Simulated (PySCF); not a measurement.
# A diatomic session: MgPb

An exercise on one series of results from a longer session: the logs are not shown, and one member is left open.

Computed with PySCF 2.14.0. Level: Mg aug-cc-pVDZ, Pb aug-cc-pVDZ-PP with ECP60, scalar-relativistic core potentials.

The first run:

Settings of the job:

| Property | Result |
| --- | --- |
| atoms | Mg, Pb |
| charge | 0 |
| basis | Mg aug-cc-pVDZ, Pb aug-cc-pVDZ-PP with ECP60 |
| Hamiltonian | scalar-relativistic core potentials |
| basis functions | 59 |
| electrons treated | 34 |
| masses in u | 23.9850, 207.9766 |
| levels | PBE0, PBE, r²SCAN, revPBE, BLYP, MN15, CAM-B3LYP, HF, MP2, SCS-MP2 |
| grid | 80 radial by 434 angular points |
| occupations | held fixed by the projection of orbital angular momentum |
| dissociation limit | Mg + Pb, each in its ground configuration |
| starting distance in angstrom | 2.750 |
| values of 2S to try | 0, 2 |

Started as:

```sh
$ OMP_NUM_THREADS=1 python dia.py task.json out
```

Steps of the session up to this table: The job; First curve: PBE0; Other states along the same grid; PBE (GGA); r²SCAN (meta-GGA); revPBE; BLYP; MN15 (hybrid meta-GGA); CAM-B3LYP (range-separated hybrid); ROHF.

One table of the session follows, with a row left open; its other results are not shown here.

It belongs to the step «The curves together». Energy (eV) from each level's lowest point:

| R (Å) | ROHF | ROHF-MP2 | ROHF-SCS-MP2 | PBE | revPBE |
| --- | --- | --- | --- | --- | --- |
| 2.435 | 0.675 | 0.431 | 0.474 | 0.419 | 0.461 |
| 2.548 | 0.385 | 0.185 | 0.218 | 0.183 | 0.211 |
| 2.661 | ? | ? | ? | ? | ? |
| 2.746 | 0.116 | 0.012 | 0.022 | 0.012 | 0.019 |
| 2.831 | 0.060 | 0.000 | 0.000 | 0.000 | 0.000 |
| 2.916 | 0.026 | 0.011 | 0.000 | 0.012 | 0.005 |
| 3.029 | 0.003 | 0.049 | 0.024 | 0.054 | 0.038 |
| 3.171 | 0.000 | 0.115 | 0.073 | 0.131 | 0.106 |
| 3.341 | 0.014 | 0.203 | 0.143 | 0.241 | 0.206 |
| 3.567 | 0.044 | 0.314 | 0.232 | 0.390 | 0.342 |

Estimate the missing values for R (Å) = 2.661.

Worked estimate for «ROHF». A straight line through the neighbours (2.548, 0.385) and (2.746, 0.116) gives 0.385 + (0.116 − 0.385) × (2.661 − 2.548) / (2.746 − 2.548) = 0.231; a parabola fitted to 4 rows on both sides gives 0.198.

**Answer.** ROHF: 0.203; ROHF-MP2: 0.056; ROHF-SCS-MP2: 0.076; PBE: 0.056; revPBE: 0.071. In «ROHF» the line misses by +0.028 and the parabola by -0.005.
